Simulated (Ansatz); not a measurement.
# doublet CH3FOSi− at 4 levels

Wanted: a comparison of 4 runs (UHF/STO-3G, UHF/6-311+G**, UBLYP/6-311+G**, UCCSD(T)/6-311+G**) of doublet CH3FOSi−. 

Program for the calculation: Ansatz 0.2.0.

52 further runs of the same task are left out: 52 set aside as unsound or not needed.

### Step 1. Starting point

CH3FOSi−: 7 atoms, total charge -1, spin state doublet. SMILES of the parent species: `CO[Si]F`. The coordinates come from a PBE0-D4/def2-TZVP relaxation. This is one conformer, not always the lowest. That shape belongs to the parent species and isn't relaxed for this state.

Bond lengths: C1–O2 1.415 Å, O2–Si3 1.628 Å, Si3–F4 1.622 Å, C1–H5 1.092 Å, C1–H6 1.092 Å, C1–H7 1.092 Å. Angles: C1–O2–Si3 132.8°, O2–Si3–F4 102.4°, O2–C1–H5 111.5°, O2–C1–H6 108.9°, O2–C1–H7 108.9°, H5–C1–H6 109.4°, H5–C1–H7 109.4°, H6–C1–H7 108.7°.

### Step 2. A single-point energy at UHF/STO-3G (run 1)

job.yaml

```yaml
crystal:
  periodic: [false, false, false]
  atoms:
    - symbol: C
      position_ang: [-0.503600, 0.227100, 0.591000]
    - symbol: O
      position_ang: [0.658100, 0.670200, -0.085400]
    - symbol: Si
      position_ang: [1.551000, 0.028500, -1.285700]
    - symbol: F
      position_ang: [0.775300, -1.362500, -1.591300]
    - symbol: H
      position_ang: [-0.842000, -0.740100, 0.213800]
    - symbol: H
      position_ang: [-0.282000, 0.142900, 1.656600]
    - symbol: H
      position_ang: [-1.295700, 0.965900, 0.455500]
basis:
  gaussian:
    orbitals: STO-3G
total_charge: -1
accuracy: high
hamiltonian:
  xc: hf
magnetization:
  spin_polarized: true
  initial_magnetization: 1
output: {orbitals: {seedname: orbitals}}
```

Launch:

```
$ ansatz run job.yaml --threads 1 --pin off --max-ram 2610MiB --events-out events.jsonl --progress --plain --runs-dir runs
```

Output:

```text
Warning: RAYON_NUM_THREADS=1 ignored (pool sized by the plan → 1); use --threads N
Functional definition: HF
  name "HF"
  exchange = exact_x
  correlation = 0
528 factors; integrals over basis functions are off by at most 2.3e-8 eV
mean field evaluation 1: about -13505.7855 eV, gradient 1.5e1 eV
mean field evaluation 2: about -13505.9648 eV, gradient 1.5e1 eV
mean field evaluation 4: about -13507.7376 eV, gradient 1.4e0 eV
mean field evaluation 8: about -13507.7627 eV, gradient 2.7e-2 eV
mean field -13507.76270452 eV, -496.4011235009 hartree, gradient 2.3e-8 eV, S^2 0.753235; 0 other end points of the search recorded, 0 dependent functions left out
reference -13507.76270452 eV, -496.4011235009 hartree; 21, 20 occupied and 6, 7 virtual orbitals, 528 factors
Total energy: -13507.76270452 eV, -496.4011235009 hartree
```

It took 0.28 s on 1 thread of Arm Neoverse V1, shared host.

### Step 3. A single-point energy at UHF/6-311+G(d,p) (run 2)

molecule.yaml

```yaml
basis:
  gaussian: {orbitals: 6-311+G_st__st_-spherical.json}
crystal:
  periodic: [false, false, false]
  atoms:
    - {symbol: C, position_ang: [-0.503600, 0.227100, 0.591000]}
    - {symbol: O, position_ang: [0.658100, 0.670200, -0.085400]}
    - {symbol: Si, position_ang: [1.551000, 0.028500, -1.285700]}
    - {symbol: F, position_ang: [0.775300, -1.362500, -1.591300]}
    - {symbol: H, position_ang: [-0.842000, -0.740100, 0.213800]}
    - {symbol: H, position_ang: [-0.282000, 0.142900, 1.656600]}
    - {symbol: H, position_ang: [-1.295700, 0.965900, 0.455500]}
accuracy: high
output: {orbitals: {seedname: orbitals}}
total_charge: -1
magnetization: {spin_polarized: true, initial_magnetization: 1}
hamiltonian: {xc: hf}
```

The basis set 6-311+G** is read from a file made from the Basis Set Exchange's data (not shown).

Launch:

```
$ ansatz run molecule.yaml --threads 1 --pin off --max-ram 2610MiB --events-out events.jsonl --progress --plain --runs-dir runs
```

Output:

```text
Warning: RAYON_NUM_THREADS=1 ignored (pool sized by the plan → 1); use --threads N
Functional definition: HF
  name "HF"
  exchange = exact_x
  correlation = 0
2126 factors; integrals over basis functions are off by at most 4.1e-9 eV
mean field evaluation 1: about -13684.6515 eV, gradient 1.5e1 eV
mean field evaluation 2: about -13684.6573 eV, gradient 1.5e1 eV
mean field evaluation 4: about -13686.0758 eV, gradient 2.3e0 eV
mean field evaluation 8: about -13686.1327 eV, gradient 2.5e-1 eV
mean field evaluation 16: about -13686.1371 eV, gradient 2.1e-8 eV
mean field evaluation 32: about -13684.6333 eV, gradient 3.5e0 eV
mean field evaluation 64: about -13684.8188 eV, gradient 4.7e0 eV
mean field -13686.13705726 eV, -502.9562600574 hartree, gradient 2.1e-8 eV, S^2 0.774891; 0 other end points of the search recorded, 0 dependent functions left out
reference -13686.13705726 eV, -502.9562600574 hartree; 21, 20 occupied and 93, 94 virtual orbitals, 2126 factors
Total energy: -13686.13705726 eV, -502.9562600574 hartree
```

Wall time 9.9 s (1 thread of Arm Neoverse V1, shared host); peak memory 0.39 GiB.

Run 3 isn't shown in full; the table further down has it.

### Step 4. A single-point energy at UCCSD(T)/6-311+G(d,p) (run 4)

Changes to job.yaml since step 2:

```diff
@@ -19,7 +19,4 @@
   gaussian:
-    orbitals: STO-3G
+    orbitals: 6-311+G_st__st_-spherical.json
 total_charge: -1
-accuracy: high
-hamiltonian:
-  xc: hf
 magnetization:
@@ -27,2 +24,7 @@
   initial_magnetization: 1
-output: {orbitals: {seedname: orbitals}}
+correlation:
+  method: ccsd_t
+  frozen_orbitals: {C: 1, F: 1, H: 0, O: 1, Si: 5}
+accuracy: high
+scf:
+  omitted_lower_state_checks: [cluster_reference, increment]
```

The basis set 6-311+G** is read from a file made from the Basis Set Exchange's data (not shown).

Launch:

```
$ ansatz run job.yaml --threads 1 --pin off --max-ram 2610MiB --events-out events.jsonl --progress --plain --runs-dir runs
```

Output:

```text
Warning: RAYON_NUM_THREADS=1 ignored (pool sized by the plan → 1); use --threads N
[... 13 lines left out ...]
8 core orbitals not correlated: weight in the atoms' cores, before any rotation towards them, 1.000 or more for the frozen orbitals, at most 0.000 for the correlated occupied ones
[... 32 lines left out ...]
Total energy: -13704.86335984 eV, -503.6444389842 hartree
Checks for a lower state left out: cluster_reference, increment
```

It took 3.5 min on 1 thread of Arm Neoverse V1, shared host; peak memory 2.2 GiB.

### Step 5. The series

| run | level | frozen core orbitals | energy (Eh) | HOMO energy (eV) | LUMO energy (eV) | ⟨S²⟩ | wall time |
| --- | --- | --- | --- | --- | --- | --- | --- |
| 1 | UHF/STO-3G | – | -496.401124 | 6.20 | 18.42 | 0.753 | 0.28 s |
| 2 | UHF/6-311+G** | – | -502.956260 | 0.12 | 4.79 | 0.775 | 9.9 s |
| 3 | UBLYP/6-311+G** | – | -504.563361 | 2.60 | 2.90 | 0.752 | 22 s |
| 4 | UCCSD(T)/6-311+G** | 8 | -503.644439 | – | – | 0.775 | 3.5 min |

### Step 6. Summary of results

| quantity | value |
| --- | --- |
| run 4: total energy | -503.64444 Eh |
| run 4: correlation energy (8 core orbitals frozen) | -688.2 mEh |
| run 4: (T) correction | -20.31 mEh |
| run 4: ⟨S²⟩ of the reference determinant | 0.775 |
| run 4: T1 diagnostic | 0.018 |

What this shows: In runs 1, 2, 3 the HOMO lies above zero, so the outermost electron may be held by the basis alone. In run 1 the basis is minimal, so the values are rough. All runs together took 4 min, the longest 3.5 min.
